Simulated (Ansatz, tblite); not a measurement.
# SiEt2Me2 (C6H16Si): charged states by level of theory, part 1 of 2

Aim: the energy of removing an electron for SiEt2Me2 (C6H16Si), by energy differences, and how well orbital energies stand in for it.

Program: Ansatz 0.2.0, Gaussian basis. Level of theory: as each input shows. These are calculated values, not measurements.

The runs, in order: charge +1 doublet, at the geometry of the singlet (PBE0-D4/def2-TZVP, PBE-D4/def2-TZVP, CAM-B3LYP-D4/def2-TZVP); charge +1 doublet, relaxed (PBE0-D4/def2-TZVP, PBE-D4/def2-TZVP); the starting singlet's energies come from earlier runs.

2 further runs of the same task are left out: 2 set aside as unsound or not needed.

### Step 1. The geometry

The singlet was relaxed beforehand with B3LYP-D4/def2-SVP.

23 atoms, charge 0, spin multiplicity 1.

Atoms are counted from 1 here; the program's logs count them from 0.

Bond lengths: Si1–C2 1.897 Å, Si1–C9 1.898 Å, Si1–C16 1.891 Å, Si1–C20 1.890 Å, C2–C3 1.536 Å, C2–H4 1.106 Å, C2–H5 1.106 Å, C3–H6 1.103 Å, C3–H7 1.103 Å, C3–H8 1.103 Å, C9–C10 1.536 Å, C9–H11 1.106 Å, C9–H12 1.105 Å, C10–H13 1.103 Å, C10–H14 1.103 Å, C10–H15 1.103 Å, C16–H17 1.103 Å, C16–H18 1.103 Å and more. Angles: C2–Si1–C9 109.4°, C2–Si1–C16 109.7°, C2–Si1–C20 109.1°, C9–Si1–C16 109.4°, C9–Si1–C20 109.8°, C16–Si1–C20 109.4°, Si1–C2–C3 115.3°, Si1–C2–H4 107.9°, Si1–C2–H5 107.7°, C3–C2–H4 110.0°, C3–C2–H5 110.0°, H4–C2–H5 105.4°, C2–C3–H6 112.1°, C2–C3–H7 111.6°, C2–C3–H8 111.6°, H6–C3–H7 107.1°, H6–C3–H8 107.1°, H7–C3–H8 107.0° and more.

### Step 2. Charge +1 doublet at the fixed geometry, PBE0-D4/def2-TZVP

Contents of in.yaml:

```yaml
crystal:
  periodic: [false, false, false]
  atoms:
    - {symbol: Si, position_ang: [-0.386299, -0.176535, -0.004488]}
    - {symbol: C, position_ang: [-0.342507, -0.132197, 1.891735]}
    - {symbol: C, position_ang: [0.406008, 1.061406, 2.502627]}
    - {symbol: H, position_ang: [0.105241, -1.080145, 2.243786]}
    - {symbol: H, position_ang: [-1.387565, -0.148077, 2.253420]}
    - {symbol: H, position_ang: [0.391839, 1.039838, 3.605405]}
    - {symbol: H, position_ang: [1.464085, 1.079280, 2.192166]}
    - {symbol: H, position_ang: [-0.038445, 2.021563, 2.191124]}
    - {symbol: C, position_ang: [1.388255, -0.245525, -0.675221]}
    - {symbol: C, position_ang: [1.501689, -0.391669, -2.199882]}
    - {symbol: H, position_ang: [1.908969, -1.083604, -0.175505]}
    - {symbol: H, position_ang: [1.915037, 0.668559, -0.344961]}
    - {symbol: H, position_ang: [2.551474, -0.409844, -2.538151]}
    - {symbol: H, position_ang: [1.030357, -1.323811, -2.553574]}
    - {symbol: H, position_ang: [1.005722, 0.441288, -2.726283]}
    - {symbol: C, position_ang: [-1.247076, 1.375191, -0.659418]}
    - {symbol: H, position_ang: [-2.266587, 1.466597, -0.248036]}
    - {symbol: H, position_ang: [-1.332478, 1.352362, -1.758649]}
    - {symbol: H, position_ang: [-0.691709, 2.288107, -0.386714]}
    - {symbol: C, position_ang: [-1.341898, -1.708325, -0.564578]}
    - {symbol: H, position_ang: [-0.840896, -2.633809, -0.233714]}
    - {symbol: H, position_ang: [-1.429947, -1.748028, -1.663002]}
    - {symbol: H, position_ang: [-2.363278, -1.712612, -0.148096]}
basis:
  gaussian: {orbitals: def2-TZVP}
total_charge: 1
magnetization: {spin_polarized: true, initial_magnetization: 1}
hamiltonian: {xc: pbe0, dispersion: d4}
scf: {omitted_lower_state_checks: [starts]}
output: {orbitals: {seedname: orbitals}}
```

Launch:

```bash
$ ansatz run in.yaml --threads 4 --pin off --events-out ev --progress --plain --max-ram 4787MiB
```

Output:

```text
Functional definition: PBE0
  name "PBE0"
  cite "Adamo & Barone, J. Chem. Phys. 110, 6158 (1999) doi:10.1063/1.478522"
  cite "Perdew, Burke & Ernzerhof, Phys. Rev. Lett. 77, 3865 (1996) doi:10.1103/PhysRevLett.77.3865"
  parent pbe
  parameter a = 0.25
  parameter kappa = 0.804
  parameter beta = 0.06672455060314922
  exchange = (1 - a)*pbe_x(kappa = kappa, mu = beta*pi^2/3) + a*exact_x
  correlation = pbe_c(beta = beta)
these checks for a lower state are left out or cut short: starts
2052 factors; their error is unknown
mean field evaluation 1: about -14320.4368 eV, gradient 7.2e1 eV
mean field evaluation 2: about -14315.6782 eV, gradient 7.4e1 eV
mean field evaluation 4: about -14343.8338 eV, gradient 5.4e0 eV
mean field evaluation 8: about -14343.9903 eV, gradient 2.0e-1 eV
mean field evaluation 16: about -14343.9911 eV, gradient 2.2e-3 eV
mean field evaluation 32: about -14343.9911 eV, gradient 6.4e-5 eV
mean field -14343.99113808 eV, -527.1319516182 hartree, gradient 4.8e-6 eV, S^2 0.756489; 0 other end points of the search recorded, 0 dependent functions left out
reference -14343.99117712 eV, -527.1319530528 hartree; 33, 32 occupied and 286, 287 virtual orbitals, 2052 factors
Total energy: -14344.41692501 eV, -527.1475989991 hartree
Checks for a lower state left out: starts
```

Wall time 1.8 min (4 threads of Intel Xeon at 2.50GHz, shared host); peak memory 1.4 GiB.

HOMO -12.72 eV, LUMO -11.13 eV (over both spins); ⟨S²⟩ 0.756 (pure: 0.75).

### Step 3. Charge +1 doublet at the fixed geometry, PBE-D4/def2-TZVP

start.molden holds the orbitals of an earlier run on this state, given as this run's starting guess.

Changes to in.yaml since step 2:

```diff
@@ -27,6 +27,6 @@
 basis:
-  gaussian: {orbitals: def2-TZVP}
+  gaussian: {orbitals: def2-TZVP, initial_orbitals: start.molden}
 total_charge: 1
 magnetization: {spin_polarized: true, initial_magnetization: 1}
-hamiltonian: {xc: pbe0, dispersion: d4}
+hamiltonian: {xc: pbe, dispersion: d4}
 scf: {omitted_lower_state_checks: [starts]}
```

The command is unchanged.

Output:

```text
Functional definition: PBE
  name "PBE"
  cite "Perdew, Burke & Ernzerhof, Phys. Rev. Lett. 77, 3865 (1996) doi:10.1103/PhysRevLett.77.3865"
  parent pbe
  parameter kappa = 0.804
  parameter beta = 0.06672455060314922
  exchange = pbe_x(kappa = kappa, mu = beta*pi^2/3)
  correlation = pbe_c(beta = beta)
these checks for a lower state are left out or cut short: starts
2036 factors; their error is unknown
mean field evaluation 1: about -14342.0436 eV, gradient 8.1e0 eV
mean field evaluation 2: about -14342.2062 eV, gradient 2.2e-1 eV
mean field evaluation 4: about -14342.0397 eV, gradient 3.4e0 eV
mean field evaluation 8: about -14342.1399 eV, gradient 2.2e-3 eV
mean field evaluation 16: about -14342.1399 eV, gradient 1.2e-5 eV
mean field -14342.13993085 eV, -527.0639210071 hartree, gradient 3.4e-6 eV, S^2 0.751901; 0 other end points of the search recorded, 0 dependent functions left out
reference -14342.13998312 eV, -527.0639229281 hartree; 33, 32 occupied and 286, 287 virtual orbitals, 2036 factors
Total energy: -14342.63514258 eV, -527.0821197026 hartree
Checks for a lower state left out: starts
```

It took 25 s on 4 threads of Intel Xeon at 2.50GHz, shared host; peak memory 0.66 GiB.

Report: HOMO -11.65 eV, LUMO -11.60 eV (over both spins); ⟨S²⟩ 0.752 (pure: 0.75).

### Step 4. Charge +1 doublet at the fixed geometry, CAM-B3LYP-D4/def2-TZVP

Changes to in.yaml since step 3:

```diff
@@ -30,3 +30,3 @@
 magnetization: {spin_polarized: true, initial_magnetization: 1}
-hamiltonian: {xc: pbe, dispersion: d4}
+hamiltonian: {xc: {name: CAM-B3LYP}, dispersion: d4}
 scf: {omitted_lower_state_checks: [starts]}
```

Same command.

Output, cut to the lines that bear on the results:

```text
Functional definition: CAM-B3LYP
  name "CAM-B3LYP"
  cite "Yanai, Tew & Handy, Chem. Phys. Lett. 393, 51 (2004) doi:10.1016/j.cplett.2004.06.011"
  cite "Iikura, Tsuneda, Yanai & Hirao, J. Chem. Phys. 115, 3540 (2001) doi:10.1063/1.1383587"
  cite "Becke, Phys. Rev. A 38, 3098 (1988) doi:10.1103/PhysRevA.38.3098"
  cite "Lee, Yang & Parr, Phys. Rev. B 37, 785 (1988) doi:10.1103/PhysRevB.37.785"
  cite "Vosko, Wilk & Nusair, Can. J. Phys. 58, 1200 (1980) doi:10.1139/p80-159"
[...]
  # Exact exchange under (alpha + beta erf(omega r))/r, Becke's under what is left of 1/r.
[...]
2045 factors; their error is unknown
633 factors; integrals over basis functions are off by at most 1.2e-5 eV
[...]
mean field -14351.35685549 eV, -527.4026367401 hartree, gradient 2.1e-5 eV, S^2 0.758934; 0 other end points of the search recorded, 0 dependent functions left out
reference -14351.35702085 eV, -527.4026428169 hartree; 33, 32 occupied and 286, 287 virtual orbitals, 2045 factors
Total energy: -14351.78962230 eV, -527.4185406271 hartree
Checks for a lower state left out: starts
```

It took 2.4 min on 4 threads of Intel Xeon at 2.50GHz, shared host; peak memory 1.6 GiB.

From the report: HOMO -13.97 eV, LUMO -10.28 eV (over both spins); ⟨S²⟩ 0.759 (pure: 0.75).

### Step 5. Vertical ionisation energy

Charged state less starting state, singlet to doublet; the starting state's energies are those of its earlier runs.

```
                 level  vertical ionisation energy (eV)     time
      PBE-D4/def2-TZVP                            +9.08     39 s
     PBE0-D4/def2-TZVP                            +9.45  2.2 min
CAM-B3LYP-D4/def2-TZVP                            +9.72  3.1 min
```

Times add the two runs; a level without a time comes out of a correlated run.

Beside −ε(HOMO) of the starting state:

```
                 level  −ε(HOMO) (eV)  by difference (eV)  mismatch (eV)
      PBE-D4/def2-TZVP           6.41                9.08          -2.67
     PBE0-D4/def2-TZVP           7.68                9.45          -1.78
CAM-B3LYP-D4/def2-TZVP           9.06                9.72          -0.66
```

(Continued in part 2 of 2.)
